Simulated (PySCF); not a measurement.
# TlH3: forces at shaken geometries

How stiff is TlH3? Its atoms are displaced at random by several amounts. It is a constructed species; whether it can be made isn't addressed.

The runs use PySCF 2.14.0; B3LYP, Tl def2-SVP with ECP60, H def2-SVP; scalar-relativistic core potentials, no spin–orbit coupling.

2 further runs of the same task are left out: 2 for a known fault of the program. Runs told in other sessions of the task aren't counted.

### Step 1. Where the work starts

4 atoms, charge 0, spin multiplicity 1.

Bond lengths: Tl1–H2 1.758 Å, Tl1–H3 1.758 Å, Tl1–H4 1.758 Å. Angles: H2–Tl1–H3 120.2°, H2–Tl1–H4 119.9°, H3–Tl1–H4 119.9°.

Geometry (Å):

```mol
H3Tl
  3D, bonds by distance, orders not assigned

  4  3  0  0  0  0  0  0  0  0999 V2000
    0.4819   -0.0000   -0.0000 Tl  0  0
   -0.3952    0.0000    1.5240 H   0  0
   -0.3952   -0.0000   -1.5240 H   0  0
    2.2402    0.0000    0.0000 H   0  0
  1  2  8  0
  1  3  8  0
  1  4  8  0
M  END
```

Formal oxidation states: Tl +3. An earlier session relaxed this geometry at B3LYP, Tl def2-SVP with ECP60, H def2-SVP (singlet, point group D3h).

Its energy there is -174.300864 Eh.

### Step 2. Atoms moved at random, σ = 0.1 Å

Input file run.py (the lines that set the calculation):

```python
mol = gto.M(atom='''
Tl     0.54061    -0.03194     0.09905
H     -0.33846     0.11864     1.49884
H     -0.37927    -0.12039    -1.67536
H      2.10894     0.03369     0.07747''',
    basis={'Tl': 'def2-SVP', 'H': 'def2-SVP'},
    ecp={'Tl': 'def2-SVP'},
    charge=0, spin=0)
mf = dft.RKS(mol, xc='B3LYP')
mf.grids.atom_grid = (50, 194)
mf = mf.density_fit()  # fitting sets: Tl def2-universal-JKFIT, H def2-universal-JKFIT
mf.conv_tol = 1e-08; mf.max_cycle = 55
mf.kernel(dm0)  # dm0: the density of the relaxed state
```

Command:

```sh
$ OMP_NUM_THREADS=2 python run.py
```

### Step 3. Atoms moved at random, σ = 0.06 Å

Changes to run.py (the lines that set the calculation) since step 2:

```diff
@@ -1,6 +1,6 @@
 mol = gto.M(atom='''
-Tl     0.54061    -0.03194     0.09905
-H     -0.33846     0.11864     1.49884
-H     -0.37927    -0.12039    -1.67536
-H      2.10894     0.03369     0.07747''',
+Tl     0.54386    -0.03694    -0.02178
+H     -0.40626     0.03687     1.54000
+H     -0.46636     0.01056    -1.51647
+H      2.26058    -0.01050    -0.00176''',
     basis={'Tl': 'def2-SVP', 'H': 'def2-SVP'},
```

### Step 4. Atoms moved at random, σ = 0.15 Å

Changes to run.py (the lines that set the calculation) since step 3:

```diff
@@ -1,6 +1,6 @@
 mol = gto.M(atom='''
-Tl     0.54386    -0.03694    -0.02178
-H     -0.40626     0.03687     1.54000
-H     -0.46636     0.01056    -1.51647
-H      2.26058    -0.01050    -0.00176''',
+Tl     0.37558     0.04490    -0.06035
+H     -0.34547    -0.18116     1.57681
+H     -0.30305     0.13594    -1.43927
+H      2.20477     0.00032    -0.07718''',
     basis={'Tl': 'def2-SVP', 'H': 'def2-SVP'},
```

Before running it: what results should come out? Wanted: for each run, σ; energy rise; harmonic estimate −½ F·u; largest force component.

As calculated:

| σ (Å) | energy rise (eV) | harmonic estimate −½ F·u (eV) | largest force component (eV/Å) |
| --- | --- | --- | --- |
| 0.1 | 0.555 | 0.559 | 3.14 |
| 0.06 | 0.050 | 0.051 | 1.03 |
| 0.15 | 0.395 | 0.445 | 3.63 |

Every displacement raises the energy. For a harmonic well the rise equals −½ F·u; the two differ by at most 13 % here (a move with σ = 0.15 Å), from anharmonicity, the grid and the small forces left at the relaxed point. These are double-zeta-type bases without diffuse functions. Spin–orbit coupling is left out.
